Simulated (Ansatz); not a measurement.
**FHO₃W: how energies converge with the basis set**

Aim: see how fast density functionals converge with the basis set for FHO₃W.

The runs use Ansatz 0.2.0, Gaussian basis; one geometry, several basis sets.

The runs, in order: PBE0-D4/def2-SVP; ωB97M-V/def2-SVP; PBE0-D4/def2-QZVPP; ωB97M-V/def2-QZVPP; the functionals' def2-TZVPP values are taken from earlier runs.

### 1 The relaxed structure

All runs share one geometry, relaxed beforehand with PBE0-D4 in a triple-zeta def2 set. W takes the def2 core potential; no spin-orbit term is included.

SMILES `[O]=[W](=[O])([OH])[F]`, 6 atoms, charge 0, spin multiplicity 1.

Atoms are counted from 1 here; the program's logs count them from 0.

Bond lengths: O1–W2 1.699 Å, W2–O3 1.698 Å, W2–O4 1.872 Å, W2–F5 1.857 Å, O4–H6 0.960 Å. Angles: O1–W2–O3 107.8°, O1–W2–O4 108.5°, O1–W2–F5 109.7°, O3–W2–O4 109.6°, O3–W2–F5 109.6°, O4–W2–F5 111.7°, W2–O4–H6 126.3°.

### 2 PBE0-D4 in def2-SVP

The input, in.yaml:

```yaml
crystal:
  periodic: [false, false, false]
  atoms:
    - {symbol: O, position_ang: [-0.201528, -1.880201, -0.503203]}
    - {symbol: W, position_ang: [0.293295, -0.284688, -0.192590]}
    - {symbol: O, position_ang: [1.311934, -0.312775, 1.166166]}
    - {symbol: O, position_ang: [-1.224672, 0.744024, 0.182007]}
    - {symbol: F, position_ang: [1.225585, 0.376758, -1.656419]}
    - {symbol: H, position_ang: [-1.362515, 1.292781, 0.957838]}
basis:
  gaussian: {orbitals: def2-SVP}
hamiltonian: {xc: pbe0, dispersion: d4}
output: {orbitals: {seedname: orbitals}}
```

The runs that follow: ωB97M-V in def2-SVP; PBE0-D4 in def2-QZVPP; ωB97M-V in def2-QZVPP.

**Question.** What will the summary of the whole plan be? Wanted: PBE0-D4: double and triple zeta above quadruple; ωB97M-V: double and triple zeta above quadruple.

**Answer**, as computed:

```
                                       quantity           value
PBE0-D4: double and triple zeta above quadruple  12.27, 0.50 eV
ωB97M-V: double and triple zeta above quadruple  12.51, 0.47 eV
```

What this shows: For PBE0-D4 the step from double to triple zeta gains 11.77 eV and the next only 0.50 eV. These are total energies; as a rule much of such shifts cancels in differences, which this series doesn't test.
